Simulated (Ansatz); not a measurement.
# C2H5FOSi: the cost of one run

Computed with Ansatz 0.2.0, Gaussian basis. Level: the settings change from run to run.

## Step 1: The relaxed structure

The geometry comes from an earlier relaxation with PBE0-D4 in a triple-zeta def2 set; it is a stationary point, not always the lowest conformer.

SMILES `C=C[SiH](O)F`, 10 atoms, charge 0, spin multiplicity 1.

Atoms are counted from 1 here; the program's logs count them from 0.

Bond lengths: C1–C2 1.331 Å, C1–H6 1.087 Å, C1–H7 1.086 Å, C2–Si3 1.849 Å, C2–H8 1.089 Å, Si3–O4 1.632 Å, Si3–F5 1.600 Å, Si3–H9 1.476 Å, O4–H10 0.959 Å. Angles: C2–C1–H6 121.6°, C2–C1–H7 122.3°, H6–C1–H7 116.0°, C1–C2–Si3 122.6°, C1–C2–H8 118.3°, Si3–C2–H8 119.1°, C2–Si3–O4 111.8°, C2–Si3–F5 106.9°, C2–Si3–H9 114.4°, O4–Si3–F5 110.7°, O4–Si3–H9 105.8°, F5–Si3–H9 107.2°, Si3–O4–H10 118.2°.

## Step 2: B97/def2-TZVP

The input, in.yaml:

```yaml
crystal:
  periodic: [false, false, false]
  atoms:
    - {symbol: C, position_ang: [-1.098109, 0.447293, 1.114105]}
    - {symbol: C, position_ang: [-0.628326, 0.706164, -0.104103]}
    - {symbol: Si, position_ang: [0.596838, -0.388377, -0.952306]}
    - {symbol: O, position_ang: [1.350765, -1.383599, 0.099428]}
    - {symbol: F, position_ang: [1.651084, 0.570459, -1.679103]}
    - {symbol: H, position_ang: [-0.777672, -0.426697, 1.675041]}
    - {symbol: H, position_ang: [-1.825173, 1.088156, 1.604871]}
    - {symbol: H, position_ang: [-0.994494, 1.591941, -0.621161]}
    - {symbol: H, position_ang: [0.016060, -1.263684, -1.989099]}
    - {symbol: H, position_ang: [1.792224, -0.992754, 0.855326]}
basis:
  gaussian: {orbitals: def2-TZVP}
hamiltonian: {xc: {name: B97}}
output: {forces: true}
```

Run with:

```console
> ansatz run in.yaml --threads 4 --pin off --events-out ev --progress --plain --max-ram 10444MiB
```

**Question.** How long does this run take on 4 threads of Intel Xeon at 2.80GHz, shared host, and how much memory does it need?

About 4.8 s, with a peak of 0.5 GiB.
